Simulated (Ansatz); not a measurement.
# Be: response to strain

Aim: deform Be (zz strain of -2 %) and compute stress, forces and field gradients with LAPW, PAW and all-electron datasets made for the crystal.

Computed with Ansatz 0.2.0 (DFT PBEsol, scalar-relativistic, unless a step's input says otherwise).

## (1) The structure to begin with

Symmetry: Im-3m, No. 229, cubic system. The conventional cell has a = 2.506 Å, b = 2.506 Å, c = 2.506 Å, α = 90.00°, β = 90.00°, γ = 90.00°. Be (site symmetry m-3m) has 8 Be at 2.17 Å as nearest neighbours.

Coordinates:

```
Be
1.0
    -1.25312    1.25312    1.25312
     1.25312   -1.25312    1.25312
     1.25312    1.25312   -1.25312
Be
1
Direct
  0.00000 0.00000 0.00000
```

## (2) After the deformation

Space group Im-3m before, I4/mmm after.

## (3) LAPW, all electrons

input.yaml reads:

```yaml
crystal:
  lattice:
    - [-1.2531209513, 1.2531209513, 1.2280585323]
    - [1.2531209513, -1.2531209513, 1.2280585323]
    - [1.2531209513, 1.2531209513, -1.2280585323]
  atoms:
    - { symbol: Be, position: [0.0, 0.0, 0.0] }
kpoints:
  mp_grid: { grid: [23, 23, 23] }
  band_path:
    path:
      - [0.0, 0.0, 0.0]
      - [0.0, 0.0, 0.5]
      - [-0.5, 0.5, 0.5]
      - [0.0, 0.0, 0.0]
      - [0.4901, 0.4901, -0.4901]
      - [-0.4901, 0.5099, 0.4901]
      - [-0.5, 0.5, 0.5]
      - [0.0, 0.0, 0.5]
      - [0.25, 0.25, 0.25]
    npoints: 5
scf:
  occupations: { method: fermi_dirac, width: 0.03 }
hamiltonian:
  xc: pbesol
  pseudopotentials: { kind: all_electron, lapw: { basis_error: 0.00025 } }
output:
  forces: true
  stress: true
  eigenvalues: true
```

Run with:

```sh
> ansatz run input.yaml --threads 1 --pin off --max-ram 3072MiB --backend cpu --events-out ev --progress --plain --runs-dir out
```

## (4) PAW with frozen cores

input.yaml reads:

```yaml
crystal:
  lattice:
    - [-1.2531209513, 1.2531209513, 1.2280585323]
    - [1.2531209513, -1.2531209513, 1.2280585323]
    - [1.2531209513, 1.2531209513, -1.2280585323]
  atoms:
    - { symbol: Be, position: [0.0, 0.0, 0.0] }
kpoints:
  mp_grid: { grid: [23, 23, 23] }
scf:
  occupations: { method: fermi_dirac, width: 0.03 }
hamiltonian:
  xc: pbesol
  pseudopotentials: { kind: paw }
output:
  forces: true
  stress: true
  eigenvalues: true
  efg: { contact_densities: true }
```

## (5) All-electron PAW on datasets made for the crystal

input.yaml, as its differences from that of step 4:

```diff
@@ -13,3 +13,3 @@
   xc: pbesol
-  pseudopotentials: { kind: paw }
+  pseudopotentials: { kind: all_electron, datasets: crystal }
 output:
```

(Steps that only read results are left out.)

**Question.** What will these runs give? Wanted: pressure; largest shear or deviatoric stress.

**Answer**, as computed:

| quantity | value |
| --- | --- |
| pressure | LAPW 0.45, PAW 0.55, crystal datasets 0.44 GPa |
| largest shear or deviatoric stress (LAPW) | 0.18 GPa |

**Reading.** The largest part of the stress beyond the pressure is 0.18 GPa in size, in the zz component. No run of the undeformed cell stands beside it, so the pressure holds what the given cell had before the change. PAW: stress within 0.11 GPa of LAPW. Crystal datasets: stress within 0.01 GPa of LAPW.
